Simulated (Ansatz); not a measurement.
# HfSi+ (quartet): wave-function methods side by side, def2-TZVPP

One table from this session's results is given with a row withheld; the runs are named, their logs left out.

Program: Ansatz 0.2.0, Gaussian basis. Level of theory: def2-TZVPP, core rule «outside noble gas», up to 9 orbitals frozen. These are calculated values, not measurements.

Plan: UHF; ROHF; CCSD(T) on UHF.

2 further runs of the same task are left out: 2 set aside as unsound or not needed.

**The system**

The geometry is a PBE0/def2-TZVP stationary point (not a proven minimum) of the parent state, kept for this charge and spin. No spin-orbit coupling is included. Elements past krypton take def2 core potentials.

2 atoms, charge 1, spin multiplicity 4.

Atoms are counted from 1 here; the program's logs count them from 0.

Bond lengths: Hf1–Si2 2.399 Å.

Coordinates:

```xyz
2
charge 1, multiplicity 4
Hf    0.0000    0.0000    0.0000
Si    0.0000    0.0000    2.3988
```

Set-up of the first run:

File in.yaml:

```yaml
crystal:
  periodic: [false, false, false]
  atoms:
    - {symbol: Hf, position_ang: [0.000000, 0.000000, 0.000000]}
    - {symbol: Si, position_ang: [0.000000, 0.000000, 2.398800]}
basis:
  gaussian: {orbitals: def2-TZVPP}
total_charge: 1
magnetization: {spin_polarized: true, initial_magnetization: 3}
hamiltonian: {xc: hf}
output: {orbitals: {seedname: orbitals}}
```

Run with:

```
ansatz run in.yaml --threads 1 --pin off --events-out ev --progress --plain --max-ram 4096MiB --backend cpu
```

Among the steps run: UHF; ROHF; CCSD(T) on UHF.

One of the session's tables, all rows but one given; the rest of the session is left out.

It belongs to the step «Misses and costs». 

```
  method  from UCCSD(T) (meV)
    ROHF              +4809.3
    UMP2              +1186.2
   UCCSD                    ?
UCCSD(T)                    0
```

Estimate the missing values for UCCSD.

**Answer.** from UCCSD(T) (meV): +322.2. In the column «from UCCSD(T) (meV)» it lies between UCCSD(T) (0) and UMP2 (+1186.2).

Left out of the table: UHF (another determinant or state than the rows shown).

To keep in mind: The determinant is far from a pure spin state, so its energy mixes those of several spin states (harmless only where they are near-degenerate, as at dissociation). Warnings: spin contamination; coupled cluster took another determinant than the lowest.
